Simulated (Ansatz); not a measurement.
The system is HPbNO4.

```
H Pb N O
1.0
     4.27531   -0.00040    0.00636
    -2.08399    5.20775   -0.04907
    -2.12377   -1.86574    4.91491
H Pb N O
1 1 1 4
Direct
  0.99073 0.03330 0.90994
  0.50274 0.81989 0.14287
  0.00838 0.47408 0.50265
  0.99816 0.92741 0.02877
  0.19467 0.73435 0.60852
  0.81673 0.35882 0.24556
  0.01381 0.33121 0.65217
```

The cell was built by a generator and needn't be a form met in nature.

Base run:

```yaml
Program: Ansatz 0.2.0
Functional: LDA
Potentials_or_basis: Ansatz PAW
Cutoff: "420 eV (not typed: the program's choice for these potentials)"
k_mesh: 8 × 6 × 6
Occupations: fermi-dirac, width 0.05 eV
Spin: no spin polarisation
```

Its results: band gap on the k mesh 2.75 eV, indirect (least direct gap 3.12 eV); pressure -5.5 GPa; largest force 1.024 eV/Å.

After a change of settings the same cell gave: band gap on the k mesh 2.79 eV, indirect (least direct gap 3.12 eV); pressure 1.9 GPa; largest force 0.363 eV/Å. Which change was it?
A. functional from LDA to BLYP
B. functional from LDA to HSE03; k mesh from 8 × 6 × 6 to 4 × 3 × 3
C. functional from LDA to PBEsol
D. functional from LDA to HSE06; k mesh from 8 × 6 × 6 to 4 × 3 × 3

A.

BLYP binds less tightly than LDA, so the same cell stands under more pressure.

Caveats: spin-orbit coupling is left out, which as a rule narrows the gap of such compounds by several tenths of an eV; the PAW data sets come from PBE, with cores solved anew for the run's functional, which leaves a small shift of forces and pressure; forces of over 1 eV/Å show positions far from the minimum, so gaps and moduli don't describe the material at rest (some runs).

Runs at the PBE level aren't shown here.
